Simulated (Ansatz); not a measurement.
# ScIn3: the cost of one run

Method: DFT PBEsol, scalar-relativistic, in Ansatz 0.2.0.

### 1 The starting structure

It takes space group Pm-3m (No. 221, cubic). The conventional cell has a = 4.460 Å, b = 4.460 Å, c = 4.460 Å, α = 90.00°, β = 90.00°, γ = 90.00°. Sc (site symmetry m-3m) is surrounded by 12 In at 3.15 Å. In (site symmetry 4/mmm) has 4 Sc at 3.15 Å and 8 In at 3.15 Å in its first shell of neighbours.

Coordinates:

```xyz
4
Lattice="4.4600 0.0000 0.0000 0.0000 4.4600 0.0000 0.0000 0.0000 4.4600" Properties=species:S:1:pos:R:3 pbc="T T T"
Sc    0.0000    0.0000    0.0000
In    0.0000    2.2300    2.2300
In    2.2300    0.0000    2.2300
In    2.2300    2.2300    0.0000
```

Atoms are numbered in the order of the input: Sc1, In2, In3, In4.

### 2 Volume × 0.94, LAPW

input.yaml

```yaml
crystal:
  lattice:
    - [4.3689540449, 0.0, 0.0]
    - [0.0, 4.3689540449, 0.0]
    - [0.0, 0.0, 4.3689540449]
  atoms:
    - { symbol: Sc, position: [0.0, 0.0, 0.0] }
    - { symbol: In, position: [0.0, 0.5, 0.5] }
    - { symbol: In, position: [0.5, 0.0, 0.5] }
    - { symbol: In, position: [0.5, 0.5, 0.0] }
kpoints:
  mp_grid: { grid: [8, 8, 8] }
  band_path:
    path:
      - [0.0, 0.0, 0.0]
      - [0.0, 0.5, 0.0]
      - [0.5, 0.5, 0.0]
      - [0.0, 0.0, 0.0]
      - [0.5, 0.5, 0.5]
      - [0.0, 0.5, 0.0]
      - [0.5, 0.5, 0.5]
      - [0.5, 0.5, 0.0]
    npoints: 5
scf:
  occupations: { method: fermi_dirac, width: 0.08 }
hamiltonian:
  xc: pbesol
  pseudopotentials: { kind: all_electron, lapw: { basis_error: 0.001 } }
output:
  forces: true
  stress: true
  eigenvalues: true
```

Command:

```sh
$ ansatz run input.yaml --threads 1 --pin off --max-ram 4096MiB --backend cpu --events-out ev --progress --plain --runs-dir out
```

**Question.** How long does this run take on 1 thread of Arm Neoverse V1, shared host, and how much memory does it need?

About 49 s, with a peak of 0.47 GiB.
